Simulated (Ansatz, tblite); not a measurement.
**[RuNF4]-: rung by rung**

The task here is to estimate one member of a computed series from the others.

Computed with Ansatz 0.2.0, Gaussian basis. Level: as each input shows.

Plan: GFN1-xTB, GFN2-xTB, PBE-D4/def2-TZVPD, r2SCAN-D4/def2-TZVPD, BLYP-D4/def2-TZVPD, LDA/def2-TZVPD, HF/def2-TZVPD, r2SCANh-D4/def2-TZVPD, ωB97M-V/def2-TZVPD, PBE-D4/def2-SVPD, PBE0-D4/def2-SVPD, CCSD(T)/def2-SVPD, MP2/def2-TZVPD, RPA/def2-TZVPD.

**The geometry**

The singlet was relaxed beforehand with r2SCAN-D4/def2-SVPD.

6 atoms, charge -1, spin multiplicity 1.

Bond lengths: Ru1–N2 1.584 Å, Ru1–F3 1.918 Å, Ru1–F4 1.918 Å, Ru1–F5 1.918 Å, Ru1–F6 1.918 Å. Angles: N2–Ru1–F3 107.5°, N2–Ru1–F4 107.5°, N2–Ru1–F5 107.5°, N2–Ru1–F6 107.5°, F3–Ru1–F4 84.8°, F3–Ru1–F5 145.1°, F3–Ru1–F6 84.8°, F4–Ru1–F5 84.8°, F4–Ru1–F6 145.1°, F5–Ru1–F6 84.8°.

As a file:

```xyz
6
F4NRu
Ru    0.00019   -0.00049    0.11991
N     0.00313   -0.00647    1.70399
F     1.82895    0.01376   -0.45910
F    -0.01274    1.83152   -0.44875
F    -1.83057   -0.01034   -0.45288
F     0.01104   -1.82799   -0.46318
```

Formally the metal is d2. Ru takes a core potential in the def2 sets. No spin-orbit coupling is included. The ion is computed in the gas phase, without counter-ions or solvent.

PBE0-D4/def2-TZVPD was run before; its log isn't repeated, and its numbers join the tables.

Set-up of the first run:

Tight binding, by tblite at 300 K electronic temperature and without a spin-polarisation term:

```python
tblite.interface.Calculator('GFN1-xTB', numbers, positions, charge=-1, uhf=0).singlepoint()
```

Tight binding, by tblite at 300 K electronic temperature and without a spin-polarisation term:

```python
tblite.interface.Calculator('GFN2-xTB', numbers, positions, charge=-1, uhf=0).singlepoint()
```

start.molden holds the orbitals of an earlier run on this state, given as this run's starting guess.

Contents of in.yaml:

```yaml
crystal:
  periodic: [false, false, false]
  atoms:
    - {symbol: Ru, position_ang: [0.000195, -0.000490, 0.119912]}
    - {symbol: N, position_ang: [0.003127, -0.006473, 1.703990]}
    - {symbol: F, position_ang: [1.828947, 0.013762, -0.459102]}
    - {symbol: F, position_ang: [-0.012743, 1.831522, -0.448749]}
    - {symbol: F, position_ang: [-1.830566, -0.010340, -0.452875]}
    - {symbol: F, position_ang: [0.011040, -1.827991, -0.463177]}
basis:
  gaussian: {orbitals: def2-TZVPD, initial_orbitals: start.molden}
total_charge: -1
hamiltonian: {xc: pbe, dispersion: d4}
scf: {omitted_lower_state_checks: [starts]}
output: {forces: true, orbitals: {seedname: orbitals}}
```

The run is started by

```bash
> ansatz run in.yaml --threads 4 --pin off --events-out ev --progress --plain --max-ram 3916MiB
```

Among the steps run: PBE-D4/def2-TZVPD; r2SCAN-D4/def2-TZVPD; BLYP-D4/def2-TZVPD; LDA/def2-TZVPD; HF/def2-TZVPD; r2SCANh-D4/def2-TZVPD; ωB97M-V/def2-TZVPD; PBE-D4/def2-SVPD; PBE0-D4/def2-SVPD; CCSD(T)/def2-SVPD; MP2/def2-TZVPD; RPA/def2-TZVPD.

One of the session's tables, all rows but one given; the rest of the session is left out.

| level | HOMO (eV) | LUMO (eV) | gap (eV) |
| --- | --- | --- | --- |
| HF/def2-TZVPD | -8.80 | 4.86 | 13.67 |
| LDA/def2-TZVPD | -1.02 | 0.86 | 1.88 |
| PBE-D4/def2-SVPD | -0.95 | 0.97 | 1.93 |
| PBE-D4/def2-TZVPD | -0.84 | 1.08 | 1.92 |
| BLYP-D4/def2-TZVPD | ? | ? | ? |
| r2SCAN-D4/def2-TZVPD | -1.23 | 1.06 | 2.29 |
| r2SCANh-D4/def2-TZVPD | -2.04 | 1.32 | 3.37 |
| PBE0-D4/def2-SVPD | -3.11 | 1.63 | 4.74 |
| PBE0-D4/def2-TZVPD | -2.98 | 1.76 | 4.74 |
| ωB97M-V/def2-TZVPD | -5.76 | 3.79 | 9.55 |

Q: Estimate the row for BLYP-D4/def2-TZVPD from the others.

**Answer.** HOMO (eV): -0.85; LUMO (eV): 1.12; gap (eV): 1.98. In the column «HOMO (eV)» it lies between PBE-D4/def2-SVPD (-0.95) and PBE-D4/def2-TZVPD (-0.84).
